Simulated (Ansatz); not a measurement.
# LuNi3, space group Pm-3m: a test of the smearing width

Program: the Ansatz DFT code, driven from Python.

The cells in order, each with its output:

```python
import csv

import ansatz as az
```

```python
KGRID = (6, 6, 6)
```

```python
xtal = (
    az.Lattice.of((3.79014, 0.0, 0.0), (0.0, 3.79014, 0.0), (0.0, 0.0, 3.79014))
    .atom('Lu', (0.0, 0.0, 0.0))
    .atom('Ni', (0.0, 0.5, 0.5))
    .atom('Ni', (0.5, 0.0, 0.5))
    .atom('Ni', (0.5, 0.5, 0.0))
    .moments(Ni=1.5)
)
```

```python
setup = (
    xtal.calculation()
    .functional(az.Functional.PBESOL)
    .kpoints(*KGRID)  # the mesh must be finer for metals
    .spin('collinear')
    .forces()
    .stress()
)
```

```python
rows = []
for value in [0.25, 0.15, 0.1, 0.05, 0.025]:
    data = setup.occupations('fermi_dirac', width=value).run(threads=1).report
    rows.append((value, data['free_energy_ev'] / len(data['lattice']['sites']), data['n_iterations'], sum(data['stress_gpa'][i][i] for i in range(3)) / 3, max(abs(f) for row in data['forces_ev_ang'] for f in row), data['magnetization_mub'], data['n_kpoints']))
```

    DeckWarning: basis.ecutwfc = 420 eV, auto-derived from the records' recommended cutoffs: set by Lu (normal level)
    RunWarning: the starting moments were not kept: the SCF closed with an absolute magnetisation of 1.7e-5 μB, where they sum to 4.5 μB in size (3 sites). That is at most 0.1 of that sum. Measured as dr2_m measures the in/out step, that magnetisation stands [...]

```python
with open('smear.csv', 'w', newline='') as handle:
    writer = csv.writer(handle)
    writer.writerow(['width (eV)', 'F/atom (eV)', 'iterations', 'P (GPa)', 'max component (eV/A)', 'moment (muB)', 'k-points'])
    writer.writerows([round(v, 5) if isinstance(v, float) else v for v in row] for row in rows)
```

```python
# the last row is the reference
for row in rows[:-1]:
    shift = 1000 * (row[1] - rows[-1][1])
    print(f'{row[0]}: {shift:+.2f} meV/atom' + ('  (within 2 meV)' if abs(shift) < 2 else ''))
```

    0.25: -90.67 meV/atom
    0.15: -37.28 meV/atom
    0.1: -16.60 meV/atom
    0.05: -3.07 meV/atom

`smear.csv`, as written:
```csv
width (eV),F/atom (eV),iterations,P (GPa),max component (eV/A),moment (muB),k-points
0.25,-8006.99238,13,-4.1979,0.0,-1e-05,20
0.15,-8006.93899,14,-4.76959,0.0,-0.0,20
0.1,-8006.91831,17,-4.96933,0.0,0.00012,20
0.05,-8006.90478,14,-5.01424,0.0,0.56422,20
0.025,-8006.90171,14,-5.0103,0.0,0.60564,20
```

Going from 0.025 to 0.25 eV changes F by -90.7 meV an atom. The report's estimate for zero width moves by -14.2 meV, so the entropy term explains only part of the change. The pressure moves from -5.01 to -4.20 GPa.

The SCF didn't keep the moments it started from (some shrank, vanished or turned); what is printed is the state reached. The mesh is modest for a metal, so energies can be off by several to tens of meV an atom and pressures by half a GPa or more; differences at equal mesh fare better. The overall sign of a collinear moment is arbitrary, and semilocal functionals can give small moments to compounds that are paramagnetic. The smearing is wide enough that free energy and stress hold a thermal part of the electrons. Forces vanish by symmetry here and test nothing. The narrowest width needs the finest mesh, so the last row is no converged reference. Pressure is positive in compression. The structure comes from a database of computed cells and needn't be a stable or known phase. Warnings are shown shortened and without file and line. Hardware and time: 48 s on 1 thread of Intel(R) Xeon(R) Processor @ 2.30GHz, with other jobs on the host, peak memory 0.63 GiB.
